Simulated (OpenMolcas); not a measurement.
# Os⁶⁺ among point charges: CASSCF and CASPT2 levels and susceptibility

Aim: the splitting of the states of Os⁶⁺ in the field of 6 point charges, its lowest levels with spin-orbit coupling and its magnetic susceptibility.

Program: OpenMolcas 26.06. Level of theory: state-averaged CASSCF and CASPT2, spin-orbit coupling by RASSI with atomic mean-field integrals. These are calculated values, not measurements, unless marked.

## 1. The system

```
Species                           : Os⁶⁺ (osmium, Z = 76, 70 electrons)
Basis                             : ANO-RCC-VDZP [7s6p4d2f1g], 68 functions
Scalar Hamiltonian                : DKH2, point nucleus
Inactive shells                   : 1s 2s 2p 3s 3p 3d 4s 4p 4d 4f 5s 5p
Active space                      : 2 electrons in 5 orbitals (5d)
Some configurations of this space : 5d²
Orbitals                          : optimised for each spin and parity, averaged over all roots
```

The outer shells:

5d2
```
5d [↑ ][↑ ][  ][  ][  ]
```

The ion sits among 6 point charges of -1.7 e arranged as a tetragonal octahedron (D4h), 1.78 Å from the ion, with the axial distance 1.940 Å.

The work runs as a chain of OpenMolcas steps in one folder; each step below is one input file. Labels, J, g values, rates, χT and fits are worked out afterwards by a script from the matrices that RASSI stores. The input lists half of the charges; inversion (Group=XYZ) makes the rest.

## 2. Basis and integrals

a.inp

```
&GATEWAY
Coord
1

Os 0.0 0.0 0.0
Basis=ANO-RCC-VDZP
Group=XYZ
NoMove
AngMom=0.0 0.0 0.0
AMFI
XField
3 Angstrom 0
1.780000 0.000000 0.000000 -1.700000
0.000000 1.780000 0.000000 -1.700000
0.000000 0.000000 1.940200 -1.700000
&SEWARD
```

Run with:

```bash
OMP_NUM_THREADS=1 MOLCAS_MEM=1689 MOLCAS_PROJECT=a pymolcas a.inp > a.log
```

## 3. Reference wave functions, triplets of even parity, 10 roots

a.inp

```
&RASSCF
FileOrb=start.orb
Symmetry=1
Spin=3
nActEl=2 0 0
Inactive=15 19
Ras2=5 0
CIRoot=10 10 1
SDav=10
CIMx=300
Iter=120 100
PrWF=0.3
OrbListing=Nothing
MaxOrb=0
>>> COPY $Project.JobIph JOB001
```

start.orb holds the contracted functions of the basis, ordered by shell, or the orbitals of the step before.

## 4. Reference wave functions, singlets of even parity, 15 roots

a.inp

```
&RASSCF
FileOrb=start.orb
Symmetry=1
Spin=1
nActEl=2 0 0
Inactive=15 19
Ras2=5 0
CIRoot=15 15 1
SDav=15
CIMx=300
Iter=120 100
PrWF=0.3
OrbListing=Nothing
MaxOrb=0
>>> COPY $Project.JobIph JOB002
```

## 5. State interaction with spin-orbit coupling

a.inp

```
&RASSI
NrOfJobIphs=2 10 15
1 2 3 4 5 6 7 8 9 10
1 2 3 4 5 6 7 8 9 10 11 12 13 14 15
IphNames
JOB001
JOB002
EJob
SpinOrbit
DIPRint=1.0
SOCoupling=1000.0
Subsets=2
Property=9
'ANGMOM' 1 'ANGMOM' 2 'ANGMOM' 3 'MLTPL  1' 1 'MLTPL  1' 2 'MLTPL  1' 3
'AMFI' 1 'AMFI' 2 'AMFI' 3
SOProperty=3
'ANGMOM' 1 'ANGMOM' 2 'ANGMOM' 3
```

## 6. CASPT2: IPEA 0.25, imaginary shift 0.1 (closed shells correlated: 5s 5p)

a.inp

```
>>> COPY JOB001 $Project.JobIph
&CASPT2
Multistate=10 1 2 3 4 5 6 7 8 9 10
NoMult
Frozen=14 16
IPEA=0.25
Imaginary=0.1
MaxIter=60
WThr=0.0 0.3 0.05
PrWF=0.5
NoMix
>>> COPY JOB002 $Project.JobIph
&CASPT2
Multistate=15 1 2 3 4 5 6 7 8 9 10 11 12 13 14 15
NoMult
Frozen=14 16
IPEA=0.25
Imaginary=0.1
MaxIter=60
WThr=0.0 0.3 0.05
PrWF=0.5
NoMix
```

(Steps that only read results are left out.)

Before running it: what results should come out? Wanted: spin-free ground state; first state of the same spin within the active space; lowest level; next level.

**Answer**, as computed:

```
                                            quantity                                                                        value
                                              method  SS-CASPT2, IPEA 0.25, imaginary shift 0.1 (closed shells correlated: 5s 5p)
                              spin-free ground state                                              3A2, 1-fold in its orbital part
first state of the same spin within the active space                                                              3E at 2200 cm⁻¹
                                        lowest level                                                                    1-fold A1
                                          next level                                                                  1296.7 cm⁻¹
                                         χT at 300 K                                                               0.05 cm³ K/mol
                           effective moment at 300 K                                                                      0.60 μB
```

Cost by method:

```
                                              method  time of its own steps  time with the reference
                                           A. CASSCF                  5.3 s                    5.3 s
B. SS-CASPT2, IPEA 0.25, imaginary shift 0.1, +5s 5p                  2.4 s                    7.6 s
```

Times are of one thread on a shared host.

**Reading.** The spin-free ground state (3A2) comes to 93 % from free-ion F terms and keeps the highest spin of the shell. χT at 300 K is 0.05, against 1.00 cm³ K/mol for the spin alone, so spin-orbit coupling lowers it. The field of point charges can differ much from that of real complexes. This is an electrostatic model: the charges have no orbitals.
